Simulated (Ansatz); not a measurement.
# WHO (octet): from Hartree-Fock to the top rungs, def2-SVP

One table from this session's results is given with a row withheld; the runs are named, their logs left out.

The runs use Ansatz 0.2.0, Gaussian basis; def2-SVP, core rule «outside noble gas», up to 5 orbitals frozen.

Plan: UHF; CCSD(T) on ROHF; CCSD(T) on UHF; CISD as a restricted active space (open shells left free, so some higher excitations enter); CCSDT(Q) on ROHF; CCSDT(Q) on UHF; CASSCF and MRCISD+Q, 13 electrons in 11 orbitals; CASSCF and NEVPT2, 13 electrons in 11 orbitals.

22 further runs of the same task are left out: 4 for a known fault of the program, 6 that didn't finish, 12 set aside as unsound or not needed. Runs told in other sessions of the task aren't counted.

### What is computed

The geometry is a PBE0/def2-TZVP stationary point (not a proven minimum) of the parent state, kept for this charge and spin. No spin-orbit coupling is included. Elements past krypton take def2 core potentials.

3 atoms, charge 0, spin multiplicity 8.

Atoms are counted from 1 here; the program's logs count them from 0.

Bond lengths: W1–O2 1.921 Å, O2–H3 0.962 Å. Angles: W1–O2–H3 119.2°.

The first run:

Input file in.yaml:

```yaml
crystal:
  periodic: [false, false, false]
  atoms:
    - {symbol: W, position_ang: [0.000000, 0.005553, 0.165001]}
    - {symbol: O, position_ang: [0.000000, -0.108057, -1.752846]}
    - {symbol: H, position_ang: [0.000000, 0.702391, -2.271247]}
basis:
  gaussian: {orbitals: def2-SVP}
magnetization: {spin_polarized: true, initial_magnetization: 7}
hamiltonian: {xc: hf}
output: {orbitals: {seedname: orbitals}}
```

Started as:

```bash
ansatz run in.yaml --threads 1 --pin off --events-out ev --progress --plain --max-ram 2393MiB
```

Steps of the session up to this table: UHF; CCSD(T) on ROHF; CCSD(T) on UHF; CISD as a restricted active space (open shells left free, so some higher excitations enter); CCSDT(Q) on ROHF; CCSDT(Q) on UHF; CASSCF and MRCISD+Q, 13 electrons in 11 orbitals; CASSCF and NEVPT2, 13 electrons in 11 orbitals.

One of the session's tables, all rows but one given; the rest of the session is left out.

It belongs to the step «Misses and costs». 

```
          method  from RCCSDT(Q) (kJ/mol)
            ROHF                        ?
             UHF                   +610.8
            RMP2                    +67.7
            UMP2                    +58.7
           RCCSD                    +11.6
           UCCSD                     +2.0
        RCCSD(T)                     +1.9
        UCCSD(T)                     -7.5
          RCCSDT                     +0.7
          UCCSDT                     -8.7
       RCCSDT(Q)                        0
       UCCSDT(Q)                     -9.4
  CASSCF valence                   +569.9
  NEVPT2 valence                   +118.8
  MRCISD valence                    +41.0
MRCISD+Q valence                     +5.8
```

Estimate the missing values for ROHF.

**Answer.** from RCCSDT(Q) (kJ/mol): +632.2. In the column «from RCCSDT(Q) (kJ/mol)» it is the highest.

Not comparable, so not listed: CISD as a restricted active space (open shells left free, so some higher excitations enter) (they don't share determinant, frozen orbitals or solution with the rows shown, or repeat one).

To keep in mind: Restricted and unrestricted rows rest on different reference determinants; a gap between their highest levels can come from leftover correlation error, from unlike frozen cores or from another state.
